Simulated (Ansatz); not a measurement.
# Sr8H11I4: the cost of one run

Method: DFT PBEsol, scalar-relativistic, plane waves, PAW, in Ansatz 0.2.0.

2 further runs of the same task are left out: 2 set aside as unsound or not needed.

## Step 1: Starting point

Symmetry: P-3m1, No. 164, trigonal system. Conventional cell: a = 8.350 Å, b = 8.350 Å, c = 7.525 Å, α = 90.00°, β = 90.00°, γ = 120.00°. Sr (site symmetry m) is surrounded by 6 H at 2.43 to 2.76 Å and 3 I at 3.41 Å. Around Sr (site symmetry 3m) lie 7 H at 2.43 to 2.76 Å and 3 I at 3.41 Å. H (site symmetry 2/m) has 6 H at 2.64 Å and 6 Sr at 2.76 Å as nearest neighbours. Around H (site symmetry m) lie 4 Sr at 2.43 to 2.44 Å. H (site symmetry 3m) is surrounded by 4 Sr at 2.43 to 2.44 Å. I (site symmetry -3m) has 6 Sr at 3.41 Å as nearest neighbours. I (site symmetry 2/m) has 6 Sr at 3.41 Å as nearest neighbours.

The input asks for a charge of +1 e on the cell.

Coordinates:

```cif
data_structure
_symmetry_space_group_name_H-M 'P-3m1'
_symmetry_Int_Tables_number 164
_cell_length_a 8.3495
_cell_length_b 8.3495
_cell_length_c 7.5247
_cell_angle_alpha 90.000
_cell_angle_beta 90.000
_cell_angle_gamma 120.000
_cell_volume 454.30
loop_
_atom_site_label
_atom_site_type_symbol
_atom_site_symmetry_multiplicity
_atom_site_Wyckoff_symbol
_atom_site_fract_x
_atom_site_fract_y
_atom_site_fract_z
_atom_site_occupancy
Sr1 Sr 6 i 0.16667 0.33333 0.68001 1
Sr2 Sr 2 d 0.66667 0.33333 0.68001 1
H1 H 3 f 0.50000 0.00000 0.50000 1
H2 H 6 i 0.16667 0.33333 0.35594 1
H3 H 2 d 0.66667 0.33333 0.35594 1
I1 I 1 a 0.00000 0.00000 0.00000 1
I2 I 3 e 0.50000 0.00000 0.00000 1
```

It goes back to an entry of the Materials Project, which need not be the stable form.

It is built from the cell relaxed beforehand with the same method (18.93 Å³/atom).

## Step 2: The vacancy and the jump

The supercell lacks one H atom, at fractional position (0.500, 0.000, 0.500), and holds 23 atoms and a charge of +1 e on a uniform background. Atom 17 (H), 2.64 Å away, is to jump into the empty site. The cell is fixed.

## Step 3: Relaxing around the vacancy

Contents of input.yaml:

```yaml
crystal:
  lattice:
    - [0.0, 0.0, -7.5247496071]
    - [4.1747609396, 7.2308980567, 0.0]
    - [4.1747609395, -7.2308980568, 0.0]
  atoms:
    - { symbol: Sr, position: [0.3199917061, 0.3333333333, 0.6666666667] }
    - { symbol: Sr, position: [0.3199917061, 0.3333333333, 0.1666666667] }
    - { symbol: Sr, position: [0.3199917061, 0.8333333333, 0.6666666667] }
    - { symbol: Sr, position: [0.3199917061, 0.8333333333, 0.1666666667] }
    - { symbol: Sr, position: [0.6800082939, 0.1666666667, 0.3333333333] }
    - { symbol: Sr, position: [0.6800082939, 0.1666666667, 0.8333333333] }
    - { symbol: Sr, position: [0.6800082939, 0.6666666667, 0.3333333333] }
    - { symbol: Sr, position: [0.6800082939, 0.6666666667, 0.8333333333] }
    - { symbol: H, position: [0.5, 0.0, 0.0] }
    - { symbol: H, position: [0.5, 0.5, 0.5] }
    - { symbol: H, position: [0.5, 0.5, 0.0] }
    - { symbol: H, position: [0.6440607754, 0.3333333333, 0.6666666667] }
    - { symbol: H, position: [0.6440607754, 0.3333333333, 0.1666666667] }
    - { symbol: H, position: [0.6440607754, 0.8333333333, 0.6666666667] }
    - { symbol: H, position: [0.6440607754, 0.8333333333, 0.1666666667] }
    - { symbol: H, position: [0.3559392246, 0.1666666667, 0.3333333333] }
    - { symbol: H, position: [0.3559392246, 0.1666666667, 0.8333333333] }
    - { symbol: H, position: [0.3559392246, 0.6666666667, 0.3333333333] }
    - { symbol: H, position: [0.3559392246, 0.6666666667, 0.8333333333] }
    - { symbol: I, position: [1.0, 0.0, 0.5] }
    - { symbol: I, position: [1.0, 0.0, 0.0] }
    - { symbol: I, position: [1.0, 0.5, 0.5] }
    - { symbol: I, position: [1.0, 0.5, 0.0] }
total_charge: 1
basis:
  ecutwfc: 420
kpoints:
  mp_grid: { grid: [4, 3, 3] }
hamiltonian:
  xc: pbesol
scf:
  occupations: { method: gaussian, width: 0.05 }
output:
  forces: true
  stress: true
  eigenvalues: true
  write_density: true
  write_potential: true
  elf: true
  volumetric_format: npy
relax:
  adjacent_minimum: "off"
  f_tol: 0.02
  max_steps: 50
```

On the command line:

```sh
$ ansatz run input.yaml --threads 4 --pin off --max-ram 9216MiB --backend cpu --events-out ev --progress --plain --runs-dir out
```

Q: Estimate wall time and peak memory on 4 threads of AMD EPYC (Zen 3), shared host.

About 2.5 min, with a peak of 1.5 GiB.
